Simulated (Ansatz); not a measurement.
# CHOSe: the cost of one run

Program: Ansatz 0.2.0. Level of theory: UKS PBE0/def2-SVPD. These are calculated values, not measurements.

## (1) The structure to begin with

Bond lengths: O1–C2 1.306 Å, C2–Se3 1.728 Å, O1–H4 0.971 Å. Angles: O1–C2–Se3 130.0°, C2–O1–H4 112.1°.

As a file:

```xyz
4

O    -0.8027    0.1813   -0.1975
C     0.4770    0.0282    0.0118
Se    1.3142   -1.1343    0.9786
H    -0.9884    0.9249   -0.7930
```

## (2) End point A

input.yaml reads:

```yaml
crystal:
  periodic: [false, false, false]
  atoms:
    - { symbol: O, position_ang: [-0.80275, 0.18128, -0.19748] }
    - { symbol: C, position_ang: [0.47702, 0.02819, 0.01184] }
    - { symbol: Se, position_ang: [1.31416, -1.13434, 0.97864] }
    - { symbol: H, position_ang: [-0.98843, 0.92486, -0.793] }
magnetization:
  spin_polarized: true
  initial_magnetization: 1
basis:
  gaussian: { orbitals: def2-SVPD }
hamiltonian:
  xc: pbe0
relax:
  f_tol: 0.02
  max_steps: 50
output:
  orbitals: {}
```

Command:

```console
> ansatz run input.yaml --threads 2 --pin off --max-ram 3072MiB --backend cpu --events-out ev --progress --plain --runs-dir out
```

What time and memory should one allow on 2 threads of Intel Xeon at 2.60GHz (Ice Lake), shared host?

About 11 s, with a peak of 0.27 GiB.
